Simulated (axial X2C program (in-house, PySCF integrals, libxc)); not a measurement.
**A two-component session on TeSn⁺: properties at the nuclei**

Aim: properties at the nuclei of TeSn⁺, with spin–orbit coupling in the Hamiltonian from the start.

Computed with an in-house X2C program for linear molecules on PySCF integrals. Level: two-component X2C with atomic mean-field terms, Te dyall-cv3z, Sn dyall-cv3z.

All values are calculated.

## 1. Input

Input file task.json:

```json
{"zs": [52, 50], "q": 1, "bas": ["dyall-cv3z", "dyall-cv3z"], "r0": 2.58, "levels": ["PBE0", "HF", "B3LYP", "LDA", "PBE"], "nst": 3}
```

Keys: zs atomic numbers; q charge; bas basis sets; r0 starting distance in Å; levels methods (HF also brings MP2); nst determinants followed.

The run is started by

```sh
python soeom.py task.json out
```

The runs that follow: Expectation values, lowest determinant; Expectation values, a higher determinant; Expectation values, a higher determinant.

Before running it: what results should come out? Wanted: lowest determinant; Eeff magnitude; Ws magnitude Te; A∥/gI Te; qzz Te; higher determinant (for each run or level that gives them).

As calculated:

| quantity | value |
| --- | --- |
| lowest determinant | Ω = 3/2 (excess of +ω over −ω: ω = 3/2) |
| Eeff magnitude (GV/cm), PBE0 | 0.621 |
| Ws magnitude Te (kHz), PBE0 | 0.294 |
| A∥/gI Te (MHz), PBE0 | 384 |
| qzz Te (a.u.), PBE0 | -2.10 |
| higher determinant | Ω = 1/2 (excess of +ω over −ω: ω = 1/2) |
| Eeff magnitude (GV/cm), PBE0, higher determinant | 6.43 |
| Ws magnitude Te (kHz), PBE0, higher determinant | 3.59 |
| A∥/gI Te (MHz), PBE0, higher determinant | 2680 |
| qzz Te (a.u.), PBE0, higher determinant | -2.22 |
| higher determinant | Ω = 1/2 (excess of +ω over −ω: 2 × ω = -1/2, ω = 3/2) |
| Eeff magnitude (GV/cm), PBE0, higher determinant | 4.5 |
| Ws magnitude Te (kHz), PBE0, higher determinant | 1.23 |
| A∥/gI Te (MHz), PBE0, higher determinant | -1560 |
| qzz Te (a.u.), PBE0, higher determinant | -7.23 |

What this shows: In the first state, the effective field runs from 0.233 to 5.57 GV/cm over the mean-field levels, so the levels don't agree on it. The expectation values come from single determinants, which for open shells can mix terms of unlike spin or miss the lowest Ω, so a determinant need not be a state. Eeff is the effective electric field on the electron dipole moment in this Ω state and Ws the scalar–pseudoscalar constant (defined with the proton number Z and per Ω); A∥ is the parallel hyperfine constant, which follows by multiplying with the nuclear g factor gI = μI/(I μN); qzz is the electric field gradient, eQq0 = 234.96 MHz × Q/barn × qzz. The operators were transformed with the bare-nucleus X2C matrices.
